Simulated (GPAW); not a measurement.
Something may be wrong with this GPAW 26.7.0 calculation of SiF.

run.py

```python
from ase.dft.bandgap import bandgap
from ase.io import read, write
from ase.units import GPa
from gpaw import GPAW, PW

atoms = read('SiF.xyz')

calc = GPAW(mode=PW(800),
            h=0.18,
            gpts=(24, 24, 24),
            xc='RPBE',
            kpts={'size': (7, 7, 7), 'gamma': True},
            occupations={'name': 'fermi-dirac', 'width': 0.05},
            nbands=13,
            convergence={'density': 1e-05, 'forces': 0.0001},
            maxiter=50,
            txt='gpaw.txt')
atoms.calc = calc
energy = atoms.get_potential_energy()
forces = atoms.get_forces()
stress = atoms.get_stress()
calc.write('gs.gpw')
write('result.traj', atoms)
print(f'Energy: {energy:.6f} eV')
print('Forces (eV/A):')
print(forces.round(4))
print('Stress (GPa):', (stress / GPa).round(3))
print('Fermi level:', round(calc.get_fermi_level(), 4), 'eV')
print(f'Gap: {bandgap(calc)[0]:.4f} eV, direct: {bandgap(calc, direct=True)[0]:.4f} eV')
```

Contents of SiF.xyz:

```xyz
2
Lattice="1.3385993048 0.7728406690 3.8983100000 -1.3385993048 0.7728406690 3.8983100000 0.0000000000 -1.5456813379 3.8983100000" Properties=species:S:1:pos:R:3 pbc="T T T"
Si     0.0000000000      0.0000000001      5.8474650000
F      0.0000000000      0.0000000000      0.0000000000
```

Potentials or basis: the program's PAW data sets (release 1.2.1) made for this functional, pw.

Command:

```console
$ OMP_NUM_THREADS=1 python run.py
```

gpaw.txt:

```text
ValueError: You can't use both "gpts" and "h"!
```

Question: Diagnose the run.

Answer: The program refused the input. The input holds a flaw that was put in on purpose: grid spacing and grid points both typed (gpts = 24 × 24 × 24).
